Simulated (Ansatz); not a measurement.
# BH3 (borane) at CCSDTQ/6-31G(d) (spherical functions)

Aim: the electronic atomisation energy of BH3 (borane) at CCSDTQ/6-31G* (spherical functions), from 3 runs. 

The results are computed with Ansatz 0.2.0.

54 further runs of the same task are left out: 54 set aside as unsound or not needed.

## Step 1: The molecule

BH3: 4 atoms, total charge 0, spin state singlet. SMILES: `B`. The coordinates come from a PBE0-D4/def2-TZVP relaxation.

Bond lengths: B1–H2 1.193 Å, B1–H3 1.193 Å, B1–H4 1.193 Å. Angles: H2–B1–H3 120.0°, H2–B1–H4 120.0°, H3–B1–H4 120.0°.

## Step 2: A single-point energy at CCSDTQ/6-31G(d) (spherical functions)

Input file in.yaml:

```yaml
crystal:
  periodic: [false, false, false]
  atoms:
    - {symbol: B, position_ang: [0.013900, -0.015100, -0.005100]}
    - {symbol: H, position_ang: [0.982200, 0.381700, 0.568800]}
    - {symbol: H, position_ang: [-0.276200, -1.171800, 0.043000]}
    - {symbol: H, position_ang: [-0.664400, 0.744900, -0.626900]}
basis:
  gaussian: {orbitals: 6-31G_st_-spherical.json}
correlation: {method: ccsdtq, frozen_orbitals: {B: 1, H: 0}}
accuracy: high
scf: {omitted_lower_state_checks: [cluster_reference, increment]}
```

The basis set 6-31G* is read from a file made from the Basis Set Exchange's data (not shown).

The run is started by

```
ansatz run in.yaml --threads 1 --pin off --max-ram 2610MiB --events-out events.jsonl --progress --plain --runs-dir runs
```

The program printed:

```text
Warning: RAYON_NUM_THREADS=1 ignored (pool sized by the plan → 1); use --threads N
Functional definition: HF
  name "HF"
  exchange = exact_x
  correlation = 0
these checks for a lower state are left out or cut short: cluster_reference, increment
417 factors; integrals over basis functions are off by at most 2.5e-9 eV
mean field evaluation 1: about -717.7083 eV, gradient 9.4e0 eV
mean field evaluation 2: about -717.7074 eV, gradient 9.4e0 eV
mean field evaluation 4: about -718.0892 eV, gradient 2.2e-1 eV
mean field evaluation 8: about -718.0894 eV, gradient 2.9e-4 eV
mean field -718.08936759 eV, -26.3892975205 hartree, gradient 1.2e-8 eV, S^2 0.000000; 0 other end points of the search recorded, 0 dependent functions left out
1 core orbitals not correlated: weight in the atoms' cores, before any rotation towards them, 1.000 or more for the frozen orbitals, at most 0.000 for the correlated occupied ones
reference -718.08936759 eV, -26.3892975205 hartree; 3, 3 occupied and 16, 16 virtual orbitals, 417 factors
second order -2.01121431 eV of doubles, -0.00000000 eV of singles
cycle   1  -2.39331931 eV  change   -3.8e-1 eV  update   4.4e-2
cycle   2  -2.56730314 eV  change   -1.7e-1 eV  update   1.6e-2
cycle   3  -2.57592049 eV  change   -8.6e-3 eV  update   3.4e-3
cycle   4  -2.57784090 eV  change   -1.9e-3 eV  update   1.3e-3
cycle   5  -2.57772001 eV  change    1.2e-4 eV  update   4.2e-4
cycle   6  -2.57774821 eV  change   -2.8e-5 eV  update   8.8e-5
cycle   7  -2.57776940 eV  change   -2.1e-5 eV  update   2.6e-5
cycle   8  -2.57776923 eV  change    1.7e-7 eV  update   5.9e-6
cycle   9  -2.57776752 eV  change    1.7e-6 eV  update   1.2e-6
cycle  10  -2.57776742 eV  change    1.1e-7 eV  update   3.8e-7
cycle  11  -2.57776741 eV  change    7.3e-9 eV  update   1.2e-7
cycle  12  -2.57776740 eV  change    8.2e-9 eV  update   3.2e-8
cycle  13  -2.57776740 eV  change   4.0e-10 eV  update   1.5e-8
cycle  14  -2.57776739 eV  change    1.5e-8 eV  update   9.1e-9
cycle  15  -2.57776738 eV  change    5.7e-9 eV  update   3.8e-9
cycle  16  -2.57776738 eV  change    2.3e-9 eV  update   1.1e-9
cycle  17  -2.57776738 eV  change   2.5e-10 eV  update  2.4e-10
Total energy: -720.66713497 eV, -26.4840287245 hartree
Checks for a lower state left out: cluster_reference, increment
```

It took 3.6 s on 1 thread of Arm Neoverse V1, shared host; peak memory 0.11 GiB.

## Step 3: The B atom at the same level

Input file job.yaml:

```yaml
crystal:
  periodic: [false, false, false]
  atoms:
    - symbol: B
      position_ang: [0.000000, 0.000000, 0.000000]
basis:
  gaussian: {orbitals: 6-31G_st_-spherical.json}
magnetization: {spin_polarized: true, initial_magnetization: 1}
correlation: {method: ccsdtq, frozen_orbitals: {B: 1}}
accuracy: high
scf: {omitted_lower_state_checks: [cluster_reference, increment]}
```

The basis set 6-31G* is read from a file made from the Basis Set Exchange's data (not shown).

Run the same way, it converges to -24.57935 Eh (log not shown).

## Step 4: The H atom: the energy at UHF/6-31G(d) (spherical functions)

Input file molecule.yaml:

```yaml
crystal:
  periodic: [false, false, false]
  atoms:
    - symbol: H
      position_ang: [0.000000, 0.000000, 0.000000]
basis:
  gaussian: {orbitals: "6-31G*"}
accuracy: high
hamiltonian: {xc: hf}
magnetization: {spin_polarized: true, initial_magnetization: 1}
```

Run the same way, it converges to -0.49823 Eh (log not shown).

## Step 5: Summary of results

At CCSDTQ/6-31G* (spherical functions), 1 core orbital frozen:

| quantity | value |
| --- | --- |
| molecule: total energy | -26.48403 Eh |
| molecule: correlation energy (1 core orbital frozen) | -94.7 mEh |
| molecule: T1 diagnostic | 0.007 |
| B atom: total energy | -24.57935 Eh |
| B atom: correlation energy (1 core orbital frozen) | -57.4 mEh |
| B atom: ⟨S²⟩ of the reference determinant | 0.754 |
| B atom: T1 diagnostic | 0.009 |
| H atom: total energy | -0.49823 Eh |
| H atom: ⟨S²⟩ | 0.750 |
| electronic atomisation energy | 11.156 eV |

In words: Taking the molecule apart into free atoms costs 11.16 eV (1076 kJ/mol), before zero-point energy and without spin-orbit coupling.
